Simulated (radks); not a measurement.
**Fractional charge and spin in the 3d shell of zinc**

Aim: the energy as the spin-up occupation of 3d runs from 4 to 5 and the spin-down one from 4 to 5, against the two flat planes that join the four corners. Added charge counts from the emptiest corner (up 4, down 4).

Method: non-relativistic Kohn-Sham, r2SCAN, spin-polarised, spherical densities, point nucleus. Code: radks (a radial shooting solver on a logarithmic mesh, Libxc functionals) version 1.

## 1. The atom as given

| Quantity | Value |
| --- | --- |
| element | zinc (Z = 30) |
| configuration | [Ar] 3d(up 5, down 5) |

A shell typed twice in an input gives spin up, then spin down.

## 2. 3d: up 5, down 5

The run's settings:

```text
Z 30
configuration [Ar] 3d5 3d5
relativity non-relativistic
functional r2scan,r2scan
spin polarised
nucleus point
```

## 3. 3d: up 5, down 4.75

The run's settings:

```text
Z 30
configuration [Ar] 3d5 3d4.75
relativity non-relativistic
functional r2scan,r2scan
spin polarised
nucleus point
```

## 4. 3d: up 5, down 4.5

The run's settings:

```text
Z 30
configuration [Ar] 3d5 3d4.5
relativity non-relativistic
functional r2scan,r2scan
spin polarised
nucleus point
```

## 5. 3d: up 5, down 4.25

The run's settings:

```text
Z 30
configuration [Ar] 3d5 3d4.25
relativity non-relativistic
functional r2scan,r2scan
spin polarised
nucleus point
```

## 6. 3d: up 5, down 4

The run's settings:

```text
Z 30
configuration [Ar] 3d5 3d4
relativity non-relativistic
functional r2scan,r2scan
spin polarised
nucleus point
```

## 7. 3d: up 4.75, down 4.75

The run's settings:

```text
Z 30
configuration [Ar] 3d4.75 3d4.75
relativity non-relativistic
functional r2scan,r2scan
spin polarised
nucleus point
```

## 8. 3d: up 4.75, down 4.5

The run's settings:

```text
Z 30
configuration [Ar] 3d4.75 3d4.5
relativity non-relativistic
functional r2scan,r2scan
spin polarised
nucleus point
```

## 9. 3d: up 4.75, down 4.25

The run's settings:

```text
Z 30
configuration [Ar] 3d4.75 3d4.25
relativity non-relativistic
functional r2scan,r2scan
spin polarised
nucleus point
```

## 10. 3d: up 4.75, down 4

The run's settings:

```text
Z 30
configuration [Ar] 3d4.75 3d4
relativity non-relativistic
functional r2scan,r2scan
spin polarised
nucleus point
```

## 11. 3d: up 4.5, down 4.5

The run's settings:

```text
Z 30
configuration [Ar] 3d4.5 3d4.5
relativity non-relativistic
functional r2scan,r2scan
spin polarised
nucleus point
```

## 12. 3d: up 4.5, down 4.25

The run's settings:

```text
Z 30
configuration [Ar] 3d4.5 3d4.25
relativity non-relativistic
functional r2scan,r2scan
spin polarised
nucleus point
```

## 13. 3d: up 4.5, down 4

The run's settings:

```text
Z 30
configuration [Ar] 3d4.5 3d4
relativity non-relativistic
functional r2scan,r2scan
spin polarised
nucleus point
```

## 14. 3d: up 4.25, down 4.25

The run's settings:

```text
Z 30
configuration [Ar] 3d4.25 3d4.25
relativity non-relativistic
functional r2scan,r2scan
spin polarised
nucleus point
```

## 15. 3d: up 4.25, down 4

The run's settings:

```text
Z 30
configuration [Ar] 3d4.25 3d4
relativity non-relativistic
functional r2scan,r2scan
spin polarised
nucleus point
```

## 16. 3d: up 4, down 4

The run's settings:

```text
Z 30
configuration [Ar] 3d4 3d4
relativity non-relativistic
functional r2scan,r2scan
spin polarised
nucleus point
```

**Question.** What will these runs give? Wanted: for each run, down \ up; 4; 4.25; 4.5; 4.75; 5.

The runs gave:

| down \ up | 4 | 4.25 | 4.5 | 4.75 | 5 |
| --- | --- | --- | --- | --- | --- |
| 4 | 0.000 | -2.085 | -2.756 | -2.049 | 0.000 |
| 4.25 | -2.085 | -2.654 | -1.850 | 0.292 | -1.829 |
| 4.5 | -2.756 | -1.850 | 0.389 | -1.639 | -2.411 |
| 4.75 | -2.049 | 0.292 | -1.639 | -2.318 | -1.787 |
| 5 | 0.000 | -1.829 | -2.411 | -1.787 | 0.000 |

**Reading.** The table gives the energy in eV minus the planes, whose edge runs along up + down = one added electron; mirror points follow by spin symmetry. With half an added electron in each spin it lies 0.39 eV above the planes. With half an electron added in spin up alone it lies 2.76 eV below them. The planes are only a guide here: the condition holds for ground states with one frontier orbital, and this shell is degenerate.
